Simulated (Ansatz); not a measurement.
**SnH2Cl radical: functionals against CCSD(T) at one geometry**

Aim: energy, forces and dipole at a structure displaced at random from a GFN2-xTB minimum, from CCSD(T) and from density functionals.

Computed with Ansatz 0.2.0, Gaussian basis. Level: single points in def2-TZVPP.

Correlated methods freeze the cores. Filled d shells of the heavier atoms are correlated. Core potentials replace the inner electrons past krypton, and spin-orbit coupling is left out. Orbitals are unrestricted.

## 1. Where the work starts

SMILES `[Cl][SnH2]`, 4 atoms, charge 0, spin multiplicity 2.

Atoms are counted from 1 here; the program's logs count them from 0.

Bond lengths: Cl1–Sn2 2.308 Å, Sn2–H3 2.116 Å, Sn2–H4 1.874 Å. Angles: Cl1–Sn2–H3 98.6°, Cl1–Sn2–H4 105.8°, H3–Sn2–H4 97.9°.

As a file:

```
atom     x (Å)     y (Å)     z (Å)
 Cl1  -1.90500   0.30340  -0.44600
 Sn2   0.36000  -0.12690  -0.54230
  H3   0.49330  -1.48680   1.07370
  H4   1.19350   1.33620   0.28120
```

## 2. CCSD(T)/def2-TZVPP

run/in.yaml

```yaml
crystal:
  periodic: [false, false, false]
  atoms:
    - {symbol: Cl, position_ang: [-1.905000, 0.303400, -0.446000]}
    - {symbol: Sn, position_ang: [0.360000, -0.126900, -0.542300]}
    - {symbol: H, position_ang: [0.493300, -1.486800, 1.073700]}
    - {symbol: H, position_ang: [1.193500, 1.336200, 0.281200]}
basis:
  gaussian: {orbitals: def2-TZVPP}
magnetization: {spin_polarized: true, initial_magnetization: 1}
correlation: {method: ccsd_t}
scf: {omitted_lower_state_checks: [cluster_reference]}
output: {forces: true}
```

The command line of these runs was not kept.

## 3. PBE0-D4/def2-TZVPP

run/in.yaml, as its differences from that of step 2:

```diff
@@ -10,4 +10,3 @@
 magnetization: {spin_polarized: true, initial_magnetization: 1}
-correlation: {method: ccsd_t}
-scf: {omitted_lower_state_checks: [cluster_reference]}
-output: {forces: true}
+hamiltonian: {xc: pbe0, dispersion: d4}
+output: {forces: true, orbitals: {seedname: orbitals}}
```

## 4. wB97M-V/def2-TZVPP

run/in.yaml, as its differences from that of step 3:

```diff
@@ -10,3 +10,3 @@
 magnetization: {spin_polarized: true, initial_magnetization: 1}
-hamiltonian: {xc: pbe0, dispersion: d4}
-output: {forces: true, orbitals: {seedname: orbitals}}
+hamiltonian: {xc: {name: wB97M-V}}
+output: {forces: true}
```

## 5. r2SCAN-D4/def2-TZVPP

run/in.yaml, as its differences from that of step 4:

```diff
@@ -10,3 +10,3 @@
 magnetization: {spin_polarized: true, initial_magnetization: 1}
-hamiltonian: {xc: {name: wB97M-V}}
+hamiltonian: {xc: r2scan, dispersion: d4}
 output: {forces: true}
```

## 6. PBE-D4/def2-TZVPP

run/in.yaml, as its differences from that of step 5:

```diff
@@ -10,3 +10,3 @@
 magnetization: {spin_polarized: true, initial_magnetization: 1}
-hamiltonian: {xc: r2scan, dispersion: d4}
+hamiltonian: {xc: pbe, dispersion: d4}
 output: {forces: true}
```

## 7. LC-wPBE/def2-TZVPP

run/in.yaml, as its differences from that of step 6:

```diff
@@ -10,3 +10,3 @@
 magnetization: {spin_polarized: true, initial_magnetization: 1}
-hamiltonian: {xc: pbe, dispersion: d4}
+hamiltonian: {xc: {name: LC-wPBE}}
 output: {forces: true}
```

## 8. BLYP-D4/def2-TZVPP

run/in.yaml, as its differences from that of step 7:

```diff
@@ -10,3 +10,3 @@
 magnetization: {spin_polarized: true, initial_magnetization: 1}
-hamiltonian: {xc: {name: LC-wPBE}}
+hamiltonian: {xc: {name: BLYP}, dispersion: d4}
 output: {forces: true}
```

(Steps that only read results are left out.)

Q: Predict the outcome of this session. Wanted: energy less free atoms, CCSD(T)/def2-TZVPP; RMS force component; RMS force error; HOMO and LUMO, PBE0-D4; T1 diagnostic.

**Answer**, as computed:

| quantity | value |
| --- | --- |
| energy less free atoms, CCSD(T)/def2-TZVPP | -723.4 kJ/mol |
| RMS force component | 0.976 to 1.285 eV/Å over the methods |
| RMS force error | PBE0-D4 0.091, wB97M-V 0.026, r2SCAN-D4 0.129, PBE-D4 0.288, LC-wPBE 0.180, BLYP-D4 0.449 eV/Å |
| HOMO and LUMO, PBE0-D4 | -7.17 and -4.39 eV |
| T1 diagnostic | 0.021 |

In words: Against CCSD(T) the functionals' energies less atoms differ by -44.8 to +3.9 kJ/mol, PBE-D4 by -44.8 kJ/mol. A larger basis would deepen the CCSD(T) value, while the functionals are nearly converged already, so the order here is not reliable. For forces wB97M-V does best and BLYP-D4 worst. Frozen-core CCSD(T) forces in triple zeta carry basis errors of their own, and this is one geometry, so small gaps rank nothing.
